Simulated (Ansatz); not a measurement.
HfIn4SiO6 in Ansatz: the effect of Hubbard term

HfIn4SiO6:

```
Hf In Si O
1.0
     5.69867    0.00381    0.01559
    -0.70506    6.10815   -0.00575
    -2.73718   -1.39557    6.63076
Hf In Si O
1 4 1 6
Cartesian
  0.2972 -0.0900 0.8831
  -0.4860 5.0863 4.8335
  2.9601 -0.6377 3.2997
  -0.4663 2.2403 3.5350
  2.4974 2.6606 1.3677
  2.2933 1.4988 5.6832
  0.7088 1.2617 5.2639
  3.2588 1.4387 4.3619
  5.4139 1.6003 0.0368
  2.4594 2.8937 6.5395
  -0.6297 -0.1526 2.6118
  2.1007 0.3624 1.4524
```

The cell was built by a generator and needn't be a form met in nature.

Alike in all runs:

- Program: Ansatz 0.2.0
- Task: projected density of states
- Functional: PBE
- Potentials or basis: Ansatz PAW
- Cutoff: 420 eV (not typed: the program's choice for these potentials)
- k mesh: 5 × 5 × 4
- Occupations: fermi-dirac, width 0.05 eV
- Spin: no spin polarisation
- Hubbard projectors: ortho-atomic (the default)
- Double counting: fll (the default)

Question: One run gave: gap on the mesh 0.82 eV; pressure 1.5 GPa; largest force 1.11 eV/Å. Which Hubbard term did it use?
A. Hf d U = 6 eV
B. Hf d U = 8 eV
C. Hf d U = 2 eV
D. Hf d U = 4 eV

Answer: B.

```tsv
Hubbard term	gap on the mesh (eV)	pressure (GPa)	largest force (eV/Å)
Hf d U = 2 eV	0.87	0.3	0.24
Hf d U = 4 eV	0.86	0.7	0.50
Hf d U = 6 eV	0.84	1.1	0.79
Hf d U = 8 eV	0.82	1.5	1.11
```

Caveats: odd divisions of the mesh miss points on the zone boundary, where band edges often lie, so the gap on the mesh can be too wide; spin-orbit coupling is left out, which moves the levels of the heavy elements; the density of states is complete only up to the lowest level of the last band computed; forces of over 1 eV/Å show positions far from the minimum, so gaps and moduli don't describe the material at rest (some runs).

A k mesh can miss the band edges.
